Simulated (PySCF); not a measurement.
# F3Se: the cost of one run

Computed with PySCF 2.14.0; each step states its level. No surroundings beyond the atoms listed, unless a continuum is named. Atoms count from 0, parts from 1.

## (1) Starting point

4 atoms, charge -1, multiplicity 1; geometry: GFN2-xTB. Parts: 1 = atoms 0–2, `F[Se]F`, charge 0; 2 = atom 3, `[F-]`, charge -1.

## (2) Relaxing the molecule at PBE0-D3(BJ)/def2-TZVPD

The job: settings as JSON, then the geometry in Å.

```
{"job": {"xc": "PBE0", "basis": "def2-TZVPD", "d3": "d3bj", "grid": 3, "kind": "geom", "shake": 0.01}, "charge": -1, "multiplicity": 1, "parts": [{"atoms": "0-2", "charge": 0, "multiplicity": 1}, {"atoms": "3-3", "charge": -1, "multiplicity": 1}]}
F      0.062665    -0.995324     0.819791
Se    -0.738469     0.678563     0.663177
F      0.117054     0.693788    -1.117290
F     -1.390420     0.292654     2.470982
```

Command:

```bash
$ OMP_NUM_THREADS=1 python cluster_run.py task.json out
```

This one command runs all jobs of the session in turn.

Q: Estimate the wall time and peak memory of this first job on 1 thread of Arm Neoverse N1, shared host.

About 1.9 min, with a peak of 0.63 GiB.
